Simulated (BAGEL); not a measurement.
# One shape, several levels: singlet SiH3Se+

Aim: a comparison of 5 runs (HF/STO-3G, HF/3-21G, HF/6-31G*, B3LYP/6-31G*, RI-MP2/cc-pVTZ) of singlet SiH3Se+. 

The results are computed with BAGEL 1.2.2.

2 further runs of the same task are left out: 2 that didn't finish.

## 1. The system as given

SiH3Se+: 5 atoms, total charge +1, spin state singlet. As SMILES of the parent species, `[SiH2][SeH]`. The shape is that of a PBE0-D4/def2-TZVP optimisation. This is one conformer, not always the lowest. That shape belongs to the parent species and isn't relaxed for this state.

Bond lengths: Si1–Se2 2.272 Å, Si1–H3 1.492 Å, Si1–H4 1.489 Å, Se2–H5 1.469 Å. Angles: Si1–Se2–H5 93.1°, Se2–Si1–H3 111.1°, Se2–Si1–H4 104.9°, H3–Si1–H4 110.2°.

## 2. A single-point energy at HF/STO-3G (density fitting with qzvpp-jkfit) (run 1)

job.json

```json
{ "bagel" : [

{
  "title" : "molecule",
  "basis" : "sto-3g",
  "df_basis" : "qzvpp-jkfit",
  "angstrom" : true,
  "geometry" : [
    { "atom" : "Si", "xyz" : [       0.060900,      -0.791800,       0.205800 ] },
    { "atom" : "Se", "xyz" : [       0.776600,       1.182400,      -0.661900 ] },
    { "atom" : "H", "xyz" : [      -1.304300,      -0.656200,       0.791600 ] },
    { "atom" : "H", "xyz" : [       0.034200,      -1.731400,      -0.948800 ] },
    { "atom" : "H", "xyz" : [       0.482600,       1.923300,       0.572000 ] }
  ]
},

{ "title" : "hf", "charge" : 1 },

{ "title" : "print", "file" : "orbitals.molden", "orbitals" : true }

]}
```

On the command line:

```
BAGEL_NUM_THREADS=1 BAGEL job.json > job.out
```

Log:

```text
* using 1 threads per process

  ===============================================================
  ===============================================================

  *** Geometry ***

  { "atom" : "Si", "xyz" : [      0.115084,     -1.496285,      0.388906 ] },
  { "atom" : "Se", "xyz" : [      1.467561,      2.234412,     -1.250810 ] },
  { "atom" : "H", "xyz" : [     -2.464770,     -1.240038,      1.495907 ] },
  { "atom" : "H", "xyz" : [      0.064629,     -3.271872,     -1.792972 ] },
  { "atom" : "H", "xyz" : [      0.911982,      3.634510,      1.080923 ] },

  Number of auxiliary basis functions:      448

  Since a DF basis is specified, we compute 2- and 3-index integrals:
    o Being stored without compression. Storage requirement is 0.003 GB

  Number of basis functions:       30
  Number of electrons      :       51

    * METHOD: MOLECULE                             0.19

  *** RHF ***

  === Nuclear Repulsion ===
   147.9373732734

      * DIIS with orbital gradients will be used.

  === RHF iteration (sto-3g) ===
      0      -2660.57245399          0.01358510           0.02
      1      -2660.63944135          0.00695396           0.02
      2      -2660.65821621          0.00089190           0.02
      3      -2660.65883468          0.00031843           0.01
      4      -2660.65894981          0.00012141           0.02
      5      -2660.65897011          0.00002368           0.02
      6      -2660.65897091          0.00000784           0.02
      7      -2660.65897101          0.00000291           0.02
      8      -2660.65897103          0.00000085           0.02
      9      -2660.65897103          0.00000018           0.01
     10      -2660.65897103          0.00000006           0.01
     11      -2660.65897103          0.00000002           0.02
     12      -2660.65897103          0.00000001           0.02
    * SCF iteration converged.

    * Permanent dipole moment:
           (    0.639089,     1.743760,    -1.526503) a.u.

    * METHOD: HF                                   0.33

    * METHOD: PRINT                                0.00

  ===============================================================
```

It took 0.73 s on 1 thread of Intel Xeon 6975P-C (Granite Rapids), shared host; peak memory 0.079 GiB.

## 3. A single-point energy at HF/3-21G (density fitting with qzvpp-jkfit) (run 2)

input.json

```json
{ "bagel": [

{
  "title": "molecule",
  "basis": "3-21g",
  "df_basis": "qzvpp-jkfit",
  "angstrom": true,
  "geometry": [
    { "atom": "Si", "xyz": [       0.060900,      -0.791800,       0.205800 ] },
    { "atom": "Se", "xyz": [       0.776600,       1.182400,      -0.661900 ] },
    { "atom": "H", "xyz": [      -1.304300,      -0.656200,       0.791600 ] },
    { "atom": "H", "xyz": [       0.034200,      -1.731400,      -0.948800 ] },
    { "atom": "H", "xyz": [       0.482600,       1.923300,       0.572000 ] }
  ]
},

{ "title": "hf", "charge": 1 },

{ "title": "print", "file": "orbitals.molden", "orbitals": true }

]}
```

On the command line:

```
BAGEL_NUM_THREADS=1 BAGEL input.json > input.out
```

Log:

```text
* using 1 threads per process

  ===============================================================
  ===============================================================

  *** Geometry ***

  { "atom" : "Si", "xyz" : [      0.115084,     -1.496285,      0.388906 ] },
  { "atom" : "Se", "xyz" : [      1.467561,      2.234412,     -1.250810 ] },
  { "atom" : "H", "xyz" : [     -2.464770,     -1.240038,      1.495907 ] },
  { "atom" : "H", "xyz" : [      0.064629,     -3.271872,     -1.792972 ] },
  { "atom" : "H", "xyz" : [      0.911982,      3.634510,      1.080923 ] },

  Number of auxiliary basis functions:      448

  Since a DF basis is specified, we compute 2- and 3-index integrals:
    o Being stored without compression. Storage requirement is 0.006 GB

  Number of basis functions:       41
  Number of electrons      :       51

    * METHOD: MOLECULE                             0.16

  *** RHF ***

  === Nuclear Repulsion ===
   147.9373732734

      * DIIS with orbital gradients will be used.

  === RHF iteration (3-21g) ===
      0      -2677.22186140          0.01127777           0.03
      1      -2677.27006526          0.00463546           0.02
      2      -2677.27617702          0.00128666           0.02
      3      -2677.27681612          0.00035604           0.02
      4      -2677.27690731          0.00017549           0.02
      5      -2677.27693866          0.00005475           0.02
      6      -2677.27694193          0.00001604           0.02
      7      -2677.27694219          0.00000533           0.03
      8      -2677.27694222          0.00000209           0.02
      9      -2677.27694222          0.00000120           0.02
     10      -2677.27694222          0.00000040           0.03
     11      -2677.27694222          0.00000012           0.02
     12      -2677.27694222          0.00000003           0.03
     13      -2677.27694222          0.00000001           0.02
    * SCF iteration converged.

    * Permanent dipole moment:
           (    0.588514,     1.555748,    -1.333565) a.u.

    * METHOD: HF                                   0.46

    * METHOD: PRINT                                0.00

  ===============================================================
```

Run time: 0.8 s. Hardware: 1 thread of Intel Xeon 6975P-C (Granite Rapids), shared host; peak memory 0.079 GiB.

Runs 3 to 4 aren't shown in full; the table further down has their settings and results.

## 4. The energy at RI-MP2/cc-pVTZ (density fitting with qzvpp-jkfit) (run 5)

input.json

```json
{ "bagel" : [

{
  "title" : "molecule",
  "basis" : "cc-pvtz.json",
  "df_basis" : "qzvpp-jkfit",
  "angstrom" : true,
  "geometry" : [
    { "atom" : "Si", "xyz" : [       0.060900,      -0.791800,       0.205800 ] },
    { "atom" : "Se", "xyz" : [       0.776600,       1.182400,      -0.661900 ] },
    { "atom" : "H", "xyz" : [      -1.304300,      -0.656200,       0.791600 ] },
    { "atom" : "H", "xyz" : [       0.034200,      -1.731400,      -0.948800 ] },
    { "atom" : "H", "xyz" : [       0.482600,       1.923300,       0.572000 ] }
  ]
},

{ "title" : "hf", "charge" : 1 },

{ "title" : "mp2", "charge" : 1, "ncore" : 14 }

]}
```

The basis set cc-pVTZ is read from a file made from the Basis Set Exchange's data (not shown).

On the command line:

```
BAGEL_NUM_THREADS=1 BAGEL input.json > input.out
```

Log:

```text
* using 1 threads per process

  ===============================================================
  ===============================================================

  *** Geometry ***

  { "atom" : "Si", "xyz" : [      0.115084,     -1.496285,      0.388906 ] },
  { "atom" : "Se", "xyz" : [      1.467561,      2.234412,     -1.250810 ] },
  { "atom" : "H", "xyz" : [     -2.464770,     -1.240038,      1.495907 ] },
  { "atom" : "H", "xyz" : [      0.064629,     -3.271872,     -1.792972 ] },
  { "atom" : "H", "xyz" : [      0.911982,      3.634510,      1.080923 ] },

  Number of auxiliary basis functions:      448

  Since a DF basis is specified, we compute 2- and 3-index integrals:
    o Being stored without compression. Storage requirement is 0.051 GB

  Number of basis functions:      119
  Number of electrons      :       51

    * METHOD: MOLECULE                             0.29

  *** RHF ***

  === Nuclear Repulsion ===
   147.9373732734

      * DIIS with orbital gradients will be used.

  === RHF iteration (cc-pvtz.json) ===
      0      -2690.20913829          0.00817483           0.09
      1      -2690.26321374          0.00332171           0.09
      2      -2690.27044566          0.00125497           0.09
      3      -2690.27185100          0.00026626           0.09
      4      -2690.27194213          0.00010479           0.09
      5      -2690.27196520          0.00004310           0.09
      6      -2690.27197106          0.00001573           0.09
      7      -2690.27197188          0.00000593           0.09
      8      -2690.27197199          0.00000217           0.10
      9      -2690.27197200          0.00000095           0.10
     10      -2690.27197200          0.00000042           0.09
     11      -2690.27197200          0.00000022           0.09
     12      -2690.27197200          0.00000010           0.09
     13      -2690.27197200          0.00000004           0.09
     14      -2690.27197200          0.00000002           0.09
     15      -2690.27197200          0.00000001           0.10
     16      -2690.27197200          0.00000000           0.09
    * SCF iteration converged.

    * Permanent dipole moment:
           (    0.513697,     1.499152,    -1.170444) a.u.

    * METHOD: HF                                   1.81

  *** RHF ***

  === Nuclear Repulsion ===
   147.9373732734

      * DIIS with orbital gradients will be used.

  === RHF iteration (cc-pvtz.json) ===
      0      -2690.27197200          0.00000000           0.09
    * SCF iteration converged.

    * Permanent dipole moment:
           (    0.513696,     1.499152,    -1.170444) a.u.

  === DF-MP2 calculation ===

    * freezing 14 orbitals
    * 3-index integral transformation done
    * assembly done

      MP2 correlation energy:   -0.3280594978      0.05

      MP2 total energy:       -2690.6000315000

    * METHOD: MP2                                  0.24

  ===============================================================
```

Run time: 2.5 s. Hardware: 1 thread of Intel Xeon 6975P-C (Granite Rapids), shared host; peak memory 0.16 GiB.

## 5. All runs side by side

```csv
run,level,frozen core orbitals,energy (Eh),HOMO energy (eV),LUMO energy (eV),HOMO–LUMO gap (eV),wall time
1,HF/STO-3G (density fitting with qzvpp-jkfit),–,-2660.658971,-14.26,-4.92,9.34,0.73 s
2,HF/3-21G (density fitting with qzvpp-jkfit),–,-2677.276942,-16.07,-7.36,8.71,0.8 s
3,"HF/6-31G* (density fitting with qzvpp-jkfit, spherical functions)",–,-2689.882786,-15.87,-7.15,8.72,1.2 s
4,"B3LYP/6-31G* (density fitting with qzvpp-jkfit, spherical functions)",–,-2692.258980,-13.61,-10.37,3.24,4.8 s
5,RI-MP2/cc-pVTZ (density fitting with qzvpp-jkfit),14,-2690.600031,–,–,–,2.5 s
```

## 6. Outcome

```
                                           quantity           value
                                run 5: total energy  -2690.60003 Eh
run 5: correlation energy (14 core orbitals frozen)      -328.1 mEh
```

**Reading.** Over runs 1, 2, 3, 4 the HOMO–LUMO gap runs from 3.24 eV (B3LYP/6-31G*) to 9.34 eV (HF/STO-3G). The two ends differ in method and basis. In run 1 the basis is minimal, so the values are rough. All runs together took 10 s, the longest 4.8 s.
